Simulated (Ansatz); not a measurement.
# InF (zincblende type): a single-point run

The task is a single-point run on InF (zincblende type). The structure is shown as the input types it.

Method: DFT, LDA, PAW with Ansatz's default frozen-core files, scalar-relativistic, in Ansatz 0.2.0.

1 further run of the same task is left out (set aside as unsound or not needed).

### 1 The structure to begin with

It takes space group F-43m (No. 216, cubic). The conventional cell has a = 6.009 Å, b = 6.009 Å, c = 6.009 Å, α = 90.00°, β = 90.00°, γ = 90.00°. In (site symmetry -43m) is surrounded by 4 F at 2.60 Å. F (site symmetry -43m) is surrounded by 4 In at 2.60 Å.

As a file:

```xyz
2
Lattice="0.0000 3.0045 3.0045 3.0045 0.0000 3.0045 3.0045 3.0045 0.0000" Properties=species:S:1:pos:R:3 pbc="T T T"
In    0.0000    0.0000    0.0000
F     1.5022    1.5022    1.5022
```

### 2 The calculation

input.yaml

```yaml
crystal:
  lattice:
    - [0.0, 3.004485767, 3.004485767]
    - [3.004485767, 0.0, 3.004485767]
    - [3.004485767, 3.004485767, 0.0]
  atoms:
    - { symbol: In, position: [0.0, 0.0, 0.0] }
    - { symbol: F, position: [0.25, 0.25, 0.25] }
kpoints:
  mp_grid: { grid: [13, 13, 13] }
  band_path:
    path:
      - [0.0, 0.0, 0.0]
      - [-0.5, -0.5, 0.0]
      - [-0.375, -0.375, 0.25]
      - [-0.375, 0.0, 0.375]
      - [0.0, 0.0, 0.0]
      - [0.0, 0.0, 0.5]
      - [-0.5, -0.25, 0.25]
      - [-0.5, -0.5, 0.0]
    npoints: 5
scf:
  max_iter: 50
hamiltonian:
  xc: lda
  pseudopotentials: { kind: paw }
output:
  forces: true
  stress: true
  eigenvalues: true
  efg: { contact_densities: true }
```

The run is started by

```console
$ ansatz run input.yaml --threads 1 --pin off --max-ram 2048MiB --backend cpu --events-out ev --progress --plain --runs-dir out
```

What happens when this is run?

The run ended at the input check. It says: «`scf.occupations.method` is required: fixed only where the cell keeps a band gap throughout the run, explicit beside scf.occupations.values (under evaluate: without them) ...»

Look at the input: scf.occupations.method is missing; scf.occupations.width is missing. A block that this kind of run needs isn't there.

Fix: set scf.occupations.method to fermi_dirac and scf.occupations.width to 0.05.
